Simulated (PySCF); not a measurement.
# MgTe: bond curves at several levels of theory

The task here is to estimate one member of a computed series from the others.

The runs use PySCF 2.14.0; Mg def2-SVPD, Te def2-SVPD with ECP28, scalar-relativistic core potentials.

Set-up of the first run:

Settings of the job:

| Item | Value |
| --- | --- |
| atoms | Mg, Te |
| charge | 0 |
| basis | Mg def2-SVPD, Te def2-SVPD with ECP28 |
| Hamiltonian | scalar-relativistic core potentials |
| basis functions | 56 |
| electrons treated | 36 |
| masses in u | 23.9850, 129.9062 |
| levels | PBE0, PBE, r²SCAN, revPBE, TPSS, B3LYP, ωB97X, HF, MP2, SCS-MP2, CCSD, CCSD(T) |
| grid | 80 radial by 434 angular points |
| occupations | held fixed by the projection of orbital angular momentum |
| dissociation limit | Mg + Te, each in its ground configuration |
| starting distance in angstrom | 2.675 |
| values of 2S to try | 0, 2 |

The run is started by

```bash
> OMP_NUM_THREADS=1 python dia.py task.json out
```

Steps of the session up to this table: The job; PBE0 along the bond; Excited determinants; PBE; r²SCAN (meta-GGA); revPBE (GGA); TPSS; B3LYP; ωB97X (range-separated hybrid); RHF; Correlated methods on the Hartree–Fock reference.

One of the session's tables, all rows but one given; the rest of the session is left out.

Energy (eV) from each level's lowest point:

```
R (Å)    RHF  RHF-MP2  RHF-SCS-MP2  RHF-CCSD  RHF-CCSD(T)
2.133  0.946    1.028        1.045       n/a          n/a
2.232  0.427    0.476        0.491     0.502        0.517
2.331  0.139    0.161        0.171     0.182        0.190
2.406  0.034    0.042        0.048     0.055        0.059
2.480  0.000    0.000        0.000     0.000        0.001
2.554  0.018    0.019        0.011     0.000        0.000
2.654      ?        ?            ?         ?            ?
2.778  0.255    0.311        0.270     0.202        0.206
2.926  0.476    0.609        0.541     0.423        0.433
3.125  0.771    1.034        0.927       n/a          n/a
```

**Question.** Estimate the row for R (Å) = 2.654.

Worked estimate for «RHF». A straight line through the neighbours (2.554, 0.018) and (2.778, 0.255) gives 0.018 + (0.255 − 0.018) × (2.654 − 2.554) / (2.778 − 2.554) = 0.124; a parabola fitted to 4 rows on both sides gives 0.107.

As computed: RHF: 0.099; RHF-MP2: 0.114; RHF-SCS-MP2: 0.094; RHF-CCSD: 0.061; RHF-CCSD(T): 0.062. In «RHF» the line misses by +0.025 and the parabola by +0.008.

State 2 has its PBE0 minimum 0.09 eV higher. State 4 has its PBE0 minimum 1.60 eV higher. The other levels ran on the lowest alone.
